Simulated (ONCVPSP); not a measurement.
# Sb: the cost of one run

The numbers are computed with ONCVPSP 4.0.1.1 (patched build) (PBE, scalar-relativistic, spin-unpolarised reference atom).

## (1) Starting point

The settings as typed:

| Property | Result |
| --- | --- |
| element | antimony (Sb, Z = 51) |
| type | optimised norm-conserving Vanderbilt (ONCV) |
| frozen core | [Ar] 3d10 |
| valence charge | 23 |
| reference configuration | 4s2 4p6 4d10 5s2 5p3 |
| partial waves | 4s+5s: rc 1.45 bohr, ncon 5, nbas 8, qcut 9.7 1/bohr, 2 projectors; 4p+5p: rc 1.40 bohr, ncon 4, nbas 9, qcut 9.8 1/bohr, 2 projectors; 4d: rc 1.35 bohr, ncon 5, nbas 10, qcut 9.7 1/bohr, 1 projector |
| local potential | polynomial inside 1.15 bohr (lpopt 3, dvloc0 -1 Ha) |
| core correction | Teter function, fcfact 3.75, rcfact 1.55 |

The outer shells as boxes (Hund's rule for the drawing; the calculation is spin-unpolarised):

```
[Ar] core
3d [↑↓][↑↓][↑↓][↑↓][↑↓]
4s [↑↓]
4p [↑↓][↑↓][↑↓]
4d [↑↓][↑↓][↑↓][↑↓][↑↓]
5s [↑↓]
5p [↑ ][↑ ][↑ ]
```

An earlier all-electron run gives the scale for the radii.

All-electron outer shells of the reference configuration (PBE, scalar-relativistic, ld1.x):

```csv
shell,level (eV),outermost node (bohr),outermost maximum (bohr)
3p,-750.40,0.13,0.29
3d,-515.87,–,0.24
4s,-148.83,0.39,0.73
4p,-101.79,0.39,0.76
4d,-33.51,0.38,0.84
5s,-12.83,0.95,1.90
5p,-4.83,1.04,2.35
```

## (2) Generating the potential

The input, Sb.dat:

```
# ATOM AND REFERENCE CONFIGURATION
# atsym  z   nc   nv     iexc    psfile
  Sb 51.00    6    5        4      upf
#
#   n    l    f
    1    0    2.00
    2    0    2.00
    2    1    6.00
    3    0    2.00
    3    1    6.00
    3    2   10.00
    4    0    2.00
    4    1    6.00
    4    2   10.00
    5    0    2.00
    5    1    3.00
#
# PSEUDOPOTENTIAL AND OPTIMIZATION
# lmax
    2
#
#   l,   rc,      ep,       ncon, nbas, qcut
    0    1.45    0.00    5    8    9.70
    1    1.40    0.00    4    9    9.80
    2    1.35    0.00    5   10    9.70
#
# LOCAL POTENTIAL
# lloc, lpopt,  rc(5),   dvloc0
    4    3    1.15   -1.00
#
# VANDERBILT-KLEINMAN-BYLANDER PROJECTORs
# l, nproj, debl
    0    2    1.70
    1    2    2.50
    2    1    2.20
#
# MODEL CORE CHARGE
# icmod, fcfact, rcfact
    3    3.75    1.55
#
# LOG DERIVATIVE ANALYSIS
# epsh1, epsh2, depsh
   -7.00    5.00    0.04
#
# OUTPUT GRID
# rlmax, drl
    6.00    0.01
#
# TEST CONFIGURATIONS
# ncnf
    4
# nvcnf
#   n    l    f
    5
    4    0    2.00
    4    1    6.00
    4    2   10.00
    5    0    2.00
    5    1    2.00
#
    5
    4    0    2.00
    4    1    6.00
    4    2   10.00
    5    0    2.00
    5    1    1.00
#
    5
    4    0    2.00
    4    1    6.00
    4    2   10.00
    5    0    2.00
    5    1    0.00
#
    5
    4    0    2.00
    4    1    6.00
    4    2    9.00
    5    0    2.00
    5    1    4.00
#
```

Run with:

```sh
$ oncvpsp.x < Sb.dat > Sb.out
```

**Question.** How long does this run take on 1 thread of Neoverse-N1, shared host?

About 5.5 s.
